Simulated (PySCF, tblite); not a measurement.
# C₇H₁₀Si: dynamics, then NMR shifts on frames

How do NMR shifts of C₇H₁₀Si (`Cc1ccccc1[SiH3]`) change as the atoms move?

Programs: tblite 0.8.0 and PySCF 2.14.0, with density-fitted response routines of our own. Each step states its level of theory. These are calculated values for one molecule in the gas phase, unless marked as measured. Atoms are numbered from 0 throughout.

### Step 1. The starting structure

18 atoms, charge 0, multiplicity 1; geometry from: GFN2-xTB.

Bonds of the start (Å): C0–C1 1.50, C1–C2 1.39, C2–C3 1.38, C3–C4 1.38, C4–C5 1.38, C5–C6 1.39, C6–Si7 1.89, C6–C1 1.40, C0–H8 1.09, C0–H9 1.09, C0–H10 1.09, C2–H11 1.08, C3–H12 1.08, C4–H13 1.08, C5–H14 1.08, Si7–H15 1.47, Si7–H16 1.46, Si7–H17 1.47.

### Step 2. A short Langevin run with GFN2-xTB

What the job is given:

```
{"job": {"kind": "md", "xc": "GFN2-xTB", "basis": "xTB", "temperature": 300, "steps": 2000, "every": 50, "frames": 5}, "charge": 0, "multiplicity": 1}
C     -0.678019    -1.975409    -0.061515
C      0.182583    -0.749702    -0.024475
C      1.564701    -0.875397    -0.028299
C      2.383664     0.239665     0.005083
C      1.819463     1.502020     0.043455
C      0.442722     1.632060     0.048352
C     -0.397733     0.523183     0.015229
Si    -2.268109     0.771793     0.025635
H     -0.070419    -2.877108    -0.089972
H     -1.321467    -1.962603    -0.939983
H     -1.319549    -2.016848     0.817487
H      2.009750    -1.860879    -0.058482
H      3.457624     0.121335     0.001649
H      2.448595     2.380276     0.069121
H      0.006524     2.620872     0.078934
H     -2.862115     0.199589    -1.187271
H     -2.548550     2.207960     0.070772
H     -2.858426     0.125511     1.202623
```

Level: GFN2-xTB Langevin dynamics, gas phase.

Run with:

```console
$ OMP_NUM_THREADS=1 python probes_run.py task.json out
```

One launch serves the whole session: the jobs run in the order shown.

The log of the run:

```text
t/fs     T/K      E/eV
    0.0   254.5   -593.21076
   25.0   216.0   -592.89877
   50.0   180.9   -592.82224
   75.0   173.9   -592.75399
  100.0   273.7   -592.83177
  125.0   263.5   -592.75002
  150.0   272.0   -592.62519
  175.0   278.1   -592.71730
  200.0   251.5   -592.65250
  225.0   276.5   -592.76147
  250.0   202.3   -592.63787
  275.0   289.5   -592.62785
  300.0   268.5   -592.56016
  325.0   303.0   -592.68927
  350.0   259.6   -592.55666
  375.0   309.7   -592.65939
  400.0   356.0   -592.73856
  425.0   273.1   -592.60493
  450.0   257.7   -592.64517
  475.0   286.1   -592.45469
  500.0   269.9   -592.39005
  525.0   287.7   -592.40716
  550.0   310.0   -592.67150
  575.0   373.8   -592.70290
  600.0   258.6   -592.52549
  625.0   279.8   -592.44133
  650.0   351.0   -592.70313
  675.0   255.8   -592.44258
  700.0   270.6   -592.43658
  725.0   196.9   -592.40954
  750.0   313.1   -592.63542
  775.0   211.9   -592.50932
  800.0   352.3   -592.75718
  825.0   152.5   -592.44919
  850.0   307.1   -592.63449
  875.0   263.4   -592.38740
  900.0   318.2   -592.74325
  925.0   266.1   -592.54013
  950.0   259.2   -592.72270
  975.0   287.8   -592.70797
 1000.0   279.8   -592.89038
```

Run time: 15 s. Hardware: 1 thread of Intel Xeon Platinum 8488C, shared host; peak memory 0.18 GiB.

Distance from the start (root mean square after alignment): 0 fs 0.00 Å, 200 fs 0.74 Å, 400 fs 0.80 Å, 600 fs 0.75 Å, 800 fs 0.84 Å, 1000 fs 1.14 Å.

Positions (Å) and forces (eV/Å) at 1000 fs:

```xyz
18

C     0.190   -2.853    0.829    0.382   -0.252    0.508
C     0.536   -1.470    0.327   -0.527   -0.220    0.759
C     1.806   -1.249   -0.170    0.409   -0.246   -0.717
C     2.131   -0.022   -0.751   -0.772   -0.203    0.823
C     1.272    1.048   -0.602   -0.329   -0.035    0.082
C     0.063    0.855    0.053   -0.481    0.020   -0.600
C    -0.379   -0.394    0.434    0.344   -0.916    0.674
Si   -2.116   -0.534    1.223    0.347   -0.093   -1.443
H    -0.201   -2.857    1.884    0.594    0.081   -0.991
H     1.096   -3.487    0.730   -0.476    0.326    0.460
H    -0.555   -3.360    0.227   -0.313    0.254   -0.199
H     2.546   -2.076   -0.212   -0.639    0.613   -0.005
H     3.030    0.095   -1.286    0.960    0.109   -0.361
H     1.519    2.019   -1.000    0.061    0.050   -0.017
H    -0.711    1.600    0.141    0.429    0.656   -0.045
H    -2.107   -1.246    2.453    0.035   -0.619    0.710
H    -2.907   -1.204    0.141    0.072    0.225    0.502
H    -2.619    0.784    1.573   -0.095    0.251   -0.139
```

### Step 3. Shielding tensors: 250 fs, PBE0/pcSseg-1

What the job is given:

```
{"job": {"kind": "nmr", "xc": "PBE0", "basis": "pcSseg-1", "pop": false}, "charge": 0, "multiplicity": 1}
C     -0.798500    -1.962200     0.948000
C      0.013100    -0.968800     0.383000
C      1.369900    -1.235800     0.331300
C      2.231300    -0.275500    -0.149200
C      1.785700     0.921200    -0.645100
C      0.441300     1.164100    -0.631100
C     -0.435200     0.245700    -0.065400
Si    -2.289500     0.654600    -0.102000
H     -1.470000    -2.468500     0.289800
H     -1.513300    -1.624500     1.727100
H     -0.263500    -2.752900     1.443400
H      1.778900    -2.201600     0.760400
H      3.357000    -0.454800    -0.260500
H      2.480500     1.663200    -1.058700
H      0.101300     2.091200    -0.979400
H     -2.971400    -0.266900    -1.021600
H     -2.338900     1.940600    -0.830600
H     -3.059000     0.826600     1.120000
```

Level: GIAO PBE0/pcSseg-1 NMR shielding, non-relativistic, gas phase.

The log of the run:

```text
coarse grid: 15432 points
cycle   1  E = -561.6362389640  dE =  1.317e+00  |g| = 4.132e-01  |ddm| = 4.139e+00
cycle   2  E = -561.6276426768  dE =  8.596e-03  |g| = 4.563e-01  |ddm| = 1.169e+00
cycle   3  E = -561.6840783043  dE = -5.644e-02  |g| = 5.149e-02  |ddm| = 6.182e-01
cycle   4  E = -561.6843742780  dE = -2.960e-04  |g| = 3.864e-02  |ddm| = 9.900e-02
cycle   5  E = -561.6847659176  dE = -3.916e-04  |g| = 8.274e-03  |ddm| = 4.756e-02
cycle   6  E = -561.6847838376  dE = -1.792e-05  |g| = 1.969e-03  |ddm| = 1.067e-02
cycle   7  E = -561.6847847458  dE = -9.082e-07  |g| = 2.737e-04  |ddm| = 2.035e-03
final grid: 144104 points
cycle   8  E = -561.7305558770  dE = -2.676e-05  |g| = 7.084e-03  |ddm| = 4.998e-02
cycle   9  E = -561.7305517749  dE =  4.102e-06  |g| = 8.104e-03  |ddm| = 1.883e-02
cycle  10  E = -561.7305695443  dE = -1.777e-05  |g| = 8.828e-04  |ddm| = 1.063e-02
cycle  11  E = -561.7305697152  dE = -1.708e-07  |g| = 3.428e-04  |ddm| = 1.264e-03
cycle  12  E = -561.7305697468  dE = -3.160e-08  |g| = 6.395e-05  |ddm| = 4.038e-04
cycle  13  E = -561.7305697477  dE = -9.322e-10  |g| = 1.820e-05  |ddm| = 8.769e-05
converged SCF energy = -561.7305697477

GIAO shielding tensors (ppm)
atom      isotropic    diamagn.    paramagn.     s11        s22        s33       span
  0 C      167.815     245.793     -77.978    142.270    165.303    195.872     53.603
  1 C       45.257     257.846    -212.589    -66.797     15.948    186.618    253.414
  2 C       49.012     252.628    -203.616    -52.869     54.170    145.734    198.604
  3 C       48.654     254.315    -205.661    -57.044     35.393    167.613    224.658
  4 C       55.304     256.292    -200.988    -57.493     49.800    173.604    231.097
  5 C       46.501     252.404    -205.902    -68.275     39.220    168.560    236.835
  6 C       57.220     257.332    -200.112    -30.883     21.268    181.276    212.159
  7 Si     423.290     881.726    -458.436    373.868    418.419    477.583    103.715
  8 H       29.542      29.231       0.311     24.767     28.168     35.691     10.925
  9 H       29.049      29.004       0.045     23.588     28.713     34.846     11.258
 10 H       29.690      29.465       0.224     23.903     29.306     35.859     11.956
 11 H       23.516      30.776      -7.260     19.594     23.456     27.498      7.904
 12 H       23.474      27.822      -4.348     19.381     25.197     25.844      6.464
 13 H       24.040      30.536      -6.496     20.668     24.728     26.723      6.056
 14 H       24.366      33.814      -9.448     20.478     23.120     29.500      9.022
 15 H       27.148      29.324      -2.176     23.533     25.727     32.184      8.651
 16 H       27.341      29.546      -2.205     23.163     26.767     32.094      8.932
 17 H       27.268      29.236      -1.967     23.604     25.684     32.518      8.914
```

Wall time 25 s (1 thread of Intel Xeon Platinum 8488C, shared host); peak memory 0.86 GiB.

The references, computed at this level on geometries of the same kind, shield at (ppm): 1H TMS 31.72, 13C TMS 186.9, 29Si TMS 349.2. Their shielding less the atom's gives the shift. The references are single molecules in the gas phase. Each atom is listed at this fixed geometry, with no averaging over motion; a spectrum would average atoms that exchange fast.

```
atoms                                      environment  σ (ppm)  δ (ppm)
   C1                      substituted aromatic carbon     45.3    141.7
   C5                                      aromatic CH     46.5    140.4
   C3                                      aromatic CH     48.7    138.3
   C2                                      aromatic CH     49.0    137.9
   C4                                      aromatic CH     55.3    131.6
   C6                      substituted aromatic carbon     57.2    129.7
   C0                methyl carbon on an aromatic ring    167.8     19.1
  H12                       hydrogen on an aromatic CH    23.47     8.24
  H11                       hydrogen on an aromatic CH    23.52     8.20
  H13                       hydrogen on an aromatic CH    24.04     7.68
  H14                       hydrogen on an aromatic CH    24.37     7.35
  H15                hydrogen on a silicon bonded to C    27.15     4.57
  H17                hydrogen on a silicon bonded to C    27.27     4.45
  H16                hydrogen on a silicon bonded to C    27.34     4.38
   H9  hydrogen on a methyl carbon on an aromatic ring    29.05     2.67
   H8  hydrogen on a methyl carbon on an aromatic ring    29.54     2.18
  H10  hydrogen on a methyl carbon on an aromatic ring    29.69     2.03
  Si7                         silicon bonded to C, 3 H    423.3    -74.1
```

Ring of atoms C1, C2, C3, C4, C5, C6: NICS(0) -8.1, NICS(1) -11.2, NICS(1)zz -28.3 ppm (means of both faces).

### Step 4. NMR shieldings: 425 fs, PBE0/pcSseg-1

What the job is given:

```
{"job": {"kind": "nmr", "xc": "PBE0", "basis": "pcSseg-1", "pop": false}, "charge": 0, "multiplicity": 1}
C     -0.232300    -2.356500     1.322800
C      0.524000    -1.272000     0.620000
C      1.844500    -1.415900     0.357900
C      2.545800    -0.455700    -0.362800
C      1.940300     0.724400    -0.654400
C      0.586100     0.862200    -0.522400
C     -0.115400    -0.125800     0.091400
Si    -1.961700     0.235700     0.331100
H     -1.263300    -2.387400     0.990100
H     -0.107800    -2.217600     2.388800
H      0.239300    -3.277800     1.082100
H      2.189100    -2.405200     0.657200
H      3.590900    -0.538000    -0.724200
H      2.618900     1.487600    -1.168000
H      0.079100     1.766700    -0.820900
H     -2.774400    -0.675500    -0.466400
H     -2.300900     1.492900    -0.318100
H     -2.478000     0.463800     1.725700
```

Method: GIAO PBE0/pcSseg-1 NMR shielding, non-relativistic, gas phase.

The log of the run:

```text
coarse grid: 15432 points
cycle   1  E = -561.6360880171  dE =  1.242e+00  |g| = 4.012e-01  |ddm| = 4.097e+00
cycle   2  E = -561.6315437868  dE =  4.544e-03  |g| = 4.294e-01  |ddm| = 1.074e+00
cycle   3  E = -561.6808812148  dE = -4.934e-02  |g| = 4.656e-02  |ddm| = 5.778e-01
cycle   4  E = -561.6811491431  dE = -2.679e-04  |g| = 3.354e-02  |ddm| = 8.621e-02
cycle   5  E = -561.6814360434  dE = -2.869e-04  |g| = 8.470e-03  |ddm| = 4.197e-02
cycle   6  E = -561.6814552982  dE = -1.925e-05  |g| = 2.306e-03  |ddm| = 1.154e-02
cycle   7  E = -561.6814566183  dE = -1.320e-06  |g| = 2.947e-04  |ddm| = 2.287e-03
final grid: 144104 points
cycle   8  E = -561.7284158899  dE = -2.971e-05  |g| = 7.167e-03  |ddm| = 4.887e-02
cycle   9  E = -561.7284128455  dE =  3.044e-06  |g| = 7.925e-03  |ddm| = 1.872e-02
cycle  10  E = -561.7284299119  dE = -1.707e-05  |g| = 7.435e-04  |ddm| = 1.048e-02
cycle  11  E = -561.7284300204  dE = -1.085e-07  |g| = 3.352e-04  |ddm| = 1.152e-03
cycle  12  E = -561.7284300496  dE = -2.924e-08  |g| = 6.851e-05  |ddm| = 3.874e-04
cycle  13  E = -561.7284300507  dE = -1.122e-09  |g| = 2.071e-05  |ddm| = 9.517e-05
cycle  14  E = -561.7284300509  dE = -1.127e-10  |g| = 2.758e-06  |ddm| = 2.202e-05
converged SCF energy = -561.7284300509

GIAO shielding tensors (ppm)
atom      isotropic    diamagn.    paramagn.     s11        s22        s33       span
  0 C      161.573     247.008     -85.435    136.702    160.189    187.828     51.125
  1 C       36.713     262.096    -225.383    -81.865     17.277    174.726    256.591
  2 C       56.015     250.909    -194.894    -43.421     48.731    162.736    206.157
  3 C       51.232     255.938    -204.707    -55.590     38.629    170.656    226.246
  4 C       54.315     255.275    -200.960    -52.628     45.682    169.890    222.519
  5 C       49.390     252.410    -203.020    -61.107     46.573    162.703    223.811
  6 C       54.477     260.214    -205.737    -36.989     22.593    177.827    214.816
  7 Si     422.087     882.234    -460.147    353.229    422.997    490.034    136.805
  8 H       29.309      30.288      -0.979     23.606     30.340     33.981     10.375
  9 H       28.906      28.514       0.392     25.556     26.556     34.605      9.048
 10 H       29.747      29.799      -0.052     24.628     29.453     35.161     10.533
 11 H       24.215      31.680      -7.464     20.001     23.472     29.172      9.171
 12 H       23.716      28.822      -5.106     19.801     24.796     26.550      6.749
 13 H       23.661      29.032      -5.371     19.611     25.177     26.194      6.583
 14 H       23.860      33.292      -9.432     19.249     23.498     28.834      9.585
 15 H       27.084      29.862      -2.778     23.240     25.767     32.245      9.005
 16 H       27.588      30.556      -2.968     23.619     26.804     32.341      8.722
 17 H       26.604      28.918      -2.313     22.924     25.200     31.689      8.765
```

Run time: 26 s. Hardware: 1 thread of Intel Xeon Platinum 8488C, shared host; peak memory 0.88 GiB.

In short: δ C1 150.2, C5 137.5, C3 135.7, C4 132.6, H13 8.06, H12 8.00 ppm.

(Part 1 of 2 ends here.)
